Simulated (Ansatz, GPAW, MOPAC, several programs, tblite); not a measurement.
**What cheap methods get right for FeIF (a single layer)**

How much accuracy does each second buy? FeIF as a single layer in vacuum is computed with 9 methods, from the cheapest up to r2SCAN.

Program: MOPAC, tblite, GPAW, Ansatz (versions at each run). Level of theory: no spin polarisation, static lattice; gaps from single points on the cell relaxed beforehand with r²SCAN. These are calculated values, not measurements.

## (1) The system as given

The structure is trigonal, space group P3m1 (No. 156). Conventional cell: a = 3.506 Å, b = 3.506 Å, c = 29.547 Å, α = 90.00°, β = 90.00°, γ = 120.00°. Fe (site symmetry 3m) is surrounded by 3 F at 2.36 Å and 3 I at 2.46 Å. F (site symmetry 3m) is surrounded by 3 Fe at 2.36 Å. Around I (site symmetry 3m) lie 3 Fe at 2.46 Å.

Coordinates:

```
CELL_PARAMETERS angstrom
3.50567 0.00000 0.00000
-1.75283 3.03600 0.00000
0.00000 0.00000 29.54743
ATOMIC_POSITIONS crystal
Fe 0.33333 0.66667 0.30659
F 0.66667 0.33333 0.34790
I 0.66667 0.33333 0.25930
```

The cell holds a single layer (2H monolayer (Janus)) with vacuum along c; the form is built, and need not be the compound's stable one.

**Question.** The methods are PM6, PM7, GFN1-xTB (tblite), GFN2-xTB (tblite), PBE/single-zeta, coarse PBE, GLLB-SC, PBE, r2SCAN. What gap does r2SCAN give on this cell, and which other methods (full PBE left aside) come nearest to r2SCAN and farthest in gap?

| quantity | value |
| --- | --- |
| r2SCAN | gap 0.86 eV |
| gap: nearest and farthest of the other methods | GFN1-xTB (tblite) (-0.50 eV), PM7 (+7.30 eV) |

In words: Among the 7 methods compared for the gap (full PBE left aside), GFN1-xTB (tblite) is nearest to r2SCAN and PM7 farthest. A minimal basis or a coarse cutoff and mesh shifts results by its own error, so closeness to r2SCAN can be chance. Cluster runs see only the k-points that fold onto the zone centre, so their gaps can miss the band edges. GLLB-SC is compared with its derivative discontinuity added. CPU times run from 1 s (GFN1-xTB (tblite)) to 3 min (PM6). On this cell PM6, GLLB-SC cost more than r2SCAN itself (52 s), so they are no saving here. A cluster method computes far more atoms than the primitive cell, so on a small crystal it can cost more than plane waves. r2SCAN is a yardstick, not the truth: it usually gives gaps below the measured ones. Spin-orbit coupling is left out throughout.
